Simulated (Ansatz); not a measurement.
# BClHOSi−: an energy map over bond length Si2–H5 and angle H5–Si2–B3, part 2 of 2

Aim: map the energy of BClHOSi, SMILES [O-][SiH]=BCl, charge −1 over two coordinates, and find its wells, ridges and stiffness.

Ansatz 0.2.0; RHF/def2-SVPD. Earlier steps stand in the parts before.

## (5) Point bond length Si2–H5 = 1.903 Å, angle H5–Si2–B3 = 111.6°

Contents of input.yaml:

```yaml
crystal:
  periodic: [false, false, false]
  atoms:
    - { symbol: O, position_ang: [0.298516, 2.130845, -0.431268] }
    - { symbol: Si, position_ang: [0.206007, 0.718653, 0.200445] }
    - { symbol: B, position_ang: [-0.548946, -0.902648, -0.38622] }
    - { symbol: Cl, position_ang: [-0.354954, -2.537784, -1.067231] }
    - { symbol: H, position_ang: [0.512681, 0.709541, 2.07855] }
total_charge: -1
basis:
  gaussian: { orbitals: def2-SVPD }
hamiltonian:
  xc: hf
output:
  forces: true
```

Run with:

```console
$ ansatz run input.yaml --threads 1 --pin off --max-ram 2560MiB --backend cpu --events-out ev --progress --plain --runs-dir out
```

What it wrote:

```text
Warning: RAYON_NUM_THREADS=1 ignored (pool sized by the plan → 1); use --threads N
Engine: ansatz 0.2.0, aarch64-unknown-linux-gnu
Functional definition: HF
  exchange = exact_x
  correlation = 0
974 factors; integrals over basis functions are off by at most 1.3e-3 eV
mean field evaluation 1: about -23076.8616 eV, gradient 3.4e1 eV
mean field evaluation 2: about -23076.9233 eV, gradient 3.4e1 eV
mean field evaluation 4: about -23080.7436 eV, gradient 4.6e0 eV
mean field evaluation 8: about -23080.8998 eV, gradient 7.6e-1 eV
mean field evaluation 16: about -23080.9096 eV, gradient 3.9e-5 eV
mean field -23080.90964633 eV, -848.2077847002 hartree, gradient 3.9e-5 eV, S^2 0.000000; 0 other end points of the search recorded, 0 dependent functions left out
the calculation of the forces begins
reference -23080.90964633 eV, -848.2077847002 hartree; 23, 23 occupied and 79, 79 virtual orbitals, 974 factors
Total energy: -23080.90964633 eV, -848.2077847002 hartree
Atom 0 at     0.298516     2.130845    -0.431268 Å, force    -0.079854    -0.334234     0.089279 eV/Å
Atom 1 at     0.206007     0.718653     0.200445 Å, force     0.694446     0.436685     2.552317 eV/Å
Atom 2 at    -0.548946    -0.902648    -0.386220 Å, force    -0.052356    -0.036682     0.257712 eV/Å
Atom 3 at    -0.354954    -2.537784    -1.067231 Å, force     0.046224     0.172279     0.051574 eV/Å
Atom 4 at     0.512681     0.709541     2.078550 Å, force    -0.608460    -0.238047    -2.950882 eV/Å
Dipole moment:     0.091398    -1.184822    -0.257729 e Å
```

It took 2 s on 1 thread of Arm Neoverse V1, shared host; peak memory 0.17 GiB.

That is 19.1 kcal/mol from the zero.

## (6) Grid point bond length Si2–H5 = 1.508 Å, angle H5–Si2–B3 = 106.6°

Edit input.yaml of step 5 so:

```diff
@@ -7,3 +7,3 @@
     - { symbol: Cl, position_ang: [-0.354954, -2.537784, -1.067231] }
-    - { symbol: H, position_ang: [0.512681, 0.709541, 2.07855] }
+    - { symbol: H, position_ang: [0.399788, 0.589448, 1.690351] }
 total_charge: -1
```

Run with:

```console
$ ansatz run input.yaml --threads 1 --pin off --max-ram 2560MiB --backend cpu --events-out ev --progress --plain --runs-dir out
```

What it wrote:

```text
Warning: RAYON_NUM_THREADS=1 ignored (pool sized by the plan → 1); use --threads N
[... 4 set-up lines as earlier in the session ...]
974 factors; integrals over basis functions are off by at most 8.7e-4 eV
mean field evaluation 1: about -23077.7835 eV, gradient 3.4e1 eV
mean field evaluation 2: about -23077.8450 eV, gradient 3.4e1 eV
mean field evaluation 4: about -23081.5848 eV, gradient 4.5e0 eV
mean field evaluation 8: about -23081.7298 eV, gradient 7.3e-1 eV
mean field evaluation 16: about -23081.7392 eV, gradient 1.2e-5 eV
mean field -23081.73923150 eV, -848.2382713930 hartree, gradient 3.9e-5 eV, S^2 0.000000; 0 other end points of the search recorded, 0 dependent functions left out
the calculation of the forces begins
reference -23081.73923150 eV, -848.2382713930 hartree; 23, 23 occupied and 79, 79 virtual orbitals, 974 factors
Total energy: -23081.73923150 eV, -848.2382713930 hartree
Atom 0 at     0.298516     2.130845    -0.431268 Å, force    -0.000228    -0.005001     0.006912 eV/Å
Atom 1 at     0.206007     0.718653     0.200445 Å, force     0.013879    -0.010185     0.093723 eV/Å
Atom 2 at    -0.548946    -0.902648    -0.386220 Å, force    -0.000690     0.002179     0.002294 eV/Å
Atom 3 at    -0.354954    -2.537784    -1.067231 Å, force     0.001032     0.001555     0.000757 eV/Å
Atom 4 at     0.399788     0.589448     1.690351 Å, force    -0.013993     0.011452    -0.103686 eV/Å
Dipole moment:     0.161487    -1.126663    -0.029301 e Å
```

Wall time 2 s (1 thread of Arm Neoverse V1, shared host); peak memory 0.17 GiB.

Energy on the map's scale: 0.008 kcal/mol.

## (7) Energy over the grid

225 points were computed. Energies in kcal/mol, from the relaxed molecule at the same level:

```csv
"angle H5–Si2–B3 (°) ↓, bond length Si2–H5 (Å) →",1.262,1.311,1.360,1.410,1.459,1.508,1.558,1.607,1.656,1.706,1.755,1.804,1.854,1.903,1.952
141.6,44.7,37.6,32.7,29.4,27.6,27.0,27.3,28.3,29.9,32.0,34.4,37.0,39.9,42.8,45.8
136.6,37.1,30.0,25.1,21.9,20.2,19.7,20.1,21.2,22.9,25.1,27.5,30.3,33.3,36.3,39.5
131.6,30.6,23.7,18.8,15.7,14.1,13.6,14.0,15.2,17.0,19.2,21.8,24.7,27.8,30.9,34.2
126.6,25.5,18.5,13.7,10.7,9.1,8.6,9.1,10.4,12.2,14.5,17.2,20.1,23.3,26.5,29.9
121.6,21.5,14.6,9.8,6.8,5.2,4.8,5.4,6.7,8.5,10.9,13.6,16.6,19.8,23.1,26.5
116.6,18.8,11.9,7.1,4.0,2.5,2.1,2.7,4.0,5.9,8.3,11.1,14.1,17.3,20.7,24.1
111.6,17.2,10.2,5.5,2.4,0.9,0.5,1.1,2.4,4.4,6.8,9.5,12.5,15.8,19.1,22.6
106.6,16.7,9.8,5.0,1.9,0.4,0.0,0.6,1.9,3.8,6.2,8.9,11.9,15.2,18.5,21.9
101.6,17.4,10.4,5.6,2.5,0.9,0.5,1.1,2.4,4.2,6.6,9.3,12.2,15.5,18.7,22.1
96.6,19.2,12.2,7.3,4.2,2.6,2.1,2.6,3.8,5.6,7.9,10.6,13.4,16.6,19.8,23.1
91.6,22.1,15.0,10.1,6.9,5.2,4.6,5.1,6.2,7.9,10.2,12.7,15.5,18.6,21.7,24.9
86.6,26.0,18.9,13.9,10.6,8.8,8.2,8.5,9.5,11.1,13.2,15.7,18.3,21.3,24.3,27.4
81.6,31.1,23.9,18.8,15.3,13.4,12.6,12.8,13.7,15.1,17.1,19.4,21.9,24.7,27.5,30.5
76.6,37.2,29.8,24.6,21.0,18.9,17.9,17.9,18.6,19.9,21.6,23.7,26.0,28.6,31.2,34.0
71.6,44.2,36.7,31.2,27.5,25.2,24.0,23.7,24.1,25.1,26.6,28.4,30.4,32.7,35.1,37.6
```

The largest force on an atom (eV/Å) at each point:

| angle H5–Si2–B3 (°) ↓, bond length Si2–H5 (Å) → | 1.262 | 1.311 | 1.360 | 1.410 | 1.459 | 1.508 | 1.558 | 1.607 | 1.656 | 1.706 | 1.755 | 1.804 | 1.854 | 1.903 | 1.952 |
| --- | --- | --- | --- | --- | --- | --- | --- | --- | --- | --- | --- | --- | --- | --- | --- |
| 141.6 | 8.1 | 6.1 | 4.7 | 3.6 | 2.9 | 2.6 | 2.6 | 3.0 | 3.4 | 3.6 | 3.8 | 4.0 | 4.1 | 4.1 | 4.2 |
| 136.6 | 7.8 | 5.9 | 4.3 | 3.2 | 2.5 | 2.2 | 2.4 | 2.8 | 3.2 | 3.5 | 3.7 | 3.8 | 3.9 | 3.9 | 4.0 |
| 131.6 | 7.6 | 5.6 | 4.0 | 2.9 | 2.1 | 1.8 | 2.2 | 2.6 | 3.0 | 3.2 | 3.4 | 3.6 | 3.7 | 3.7 | 3.7 |
| 126.6 | 7.4 | 5.4 | 3.8 | 2.5 | 1.7 | 1.5 | 1.9 | 2.4 | 2.7 | 3.0 | 3.2 | 3.3 | 3.4 | 3.5 | 3.5 |
| 121.6 | 7.3 | 5.3 | 3.6 | 2.3 | 1.4 | 1.2 | 1.6 | 2.1 | 2.4 | 2.7 | 2.9 | 3.0 | 3.1 | 3.2 | 3.2 |
| 116.6 | 7.3 | 5.2 | 3.5 | 2.1 | 1.1 | 0.8 | 1.3 | 1.8 | 2.1 | 2.4 | 2.6 | 2.8 | 3.0 | 3.0 | 3.1 |
| 111.6 | 7.2 | 5.1 | 3.4 | 2.0 | 0.9 | 0.4 | 1.0 | 1.5 | 1.9 | 2.3 | 2.6 | 2.8 | 2.9 | 3.0 | 3.1 |
| 106.6 | 7.2 | 5.1 | 3.4 | 2.0 | 0.8 | 0.1 | 0.9 | 1.4 | 1.9 | 2.3 | 2.5 | 2.7 | 2.9 | 3.0 | 3.1 |
| 101.6 | 7.3 | 5.2 | 3.4 | 2.0 | 1.0 | 0.4 | 0.9 | 1.4 | 1.9 | 2.3 | 2.5 | 2.7 | 2.9 | 3.0 | 3.0 |
| 96.6 | 7.3 | 5.3 | 3.6 | 2.2 | 1.3 | 0.8 | 1.0 | 1.5 | 1.9 | 2.2 | 2.5 | 2.7 | 2.8 | 2.9 | 3.0 |
| 91.6 | 7.5 | 5.4 | 3.8 | 2.5 | 1.7 | 1.3 | 1.3 | 1.6 | 1.9 | 2.2 | 2.5 | 2.7 | 2.8 | 2.9 | 2.9 |
| 86.6 | 7.6 | 5.6 | 4.0 | 2.8 | 2.1 | 1.7 | 1.7 | 1.9 | 2.1 | 2.3 | 2.5 | 2.6 | 2.8 | 2.8 | 2.9 |
| 81.6 | 7.8 | 5.8 | 4.3 | 3.2 | 2.5 | 2.2 | 2.2 | 2.2 | 2.4 | 2.5 | 2.6 | 2.6 | 2.7 | 2.7 | 2.8 |
| 76.6 | 8.0 | 6.0 | 4.6 | 3.6 | 3.0 | 2.7 | 2.6 | 2.6 | 2.7 | 2.8 | 2.9 | 2.9 | 2.9 | 2.8 | 2.8 |
| 71.6 | 8.3 | 6.3 | 4.9 | 4.0 | 3.4 | 3.2 | 3.1 | 3.1 | 3.1 | 3.1 | 3.1 | 3.1 | 3.1 | 3.0 | 3.0 |

## (8) Results

This closing draws on all 2 parts.

```
                       quantity                                                                                                                                                   value
                   lowest point                                                                                  bond length Si2–H5 = 1.508 Å, angle H5–Si2–B3 = 106.6°, 0.008 kcal/mol
         highest computed point                                                                  bond length Si2–H5 = 1.952 Å, angle H5–Si2–B3 = 141.6°, 45.8 kcal/mol above the lowest
largest force on an atom (eV/Å)  0.1 at bond length Si2–H5 = 1.508 Å, angle H5–Si2–B3 = 106.6° to 8.3 at bond length Si2–H5 = 1.262 Å, angle H5–Si2–B3 = 71.6°; 0.1 at the lowest point
        time for the whole task                                                                                                                         14 min on 1 thread, shared host
```

What this shows: The lowest computed point is at bond length Si2–H5 = 1.508 Å, angle H5–Si2–B3 = 106.6°, 0.008 kcal/mol from the relaxed molecule at the same level. The grid is coarse, so the lowest point of the scanned range may lie between grid points; coordinates that were held can hide deeper minima. No other kind of well shows on this grid. The highest computed point, bond length Si2–H5 = 1.952 Å, angle H5–Si2–B3 = 141.6°, lies 45.8 kcal/mol above the lowest. Round the minimum the two coordinates are nearly uncoupled.
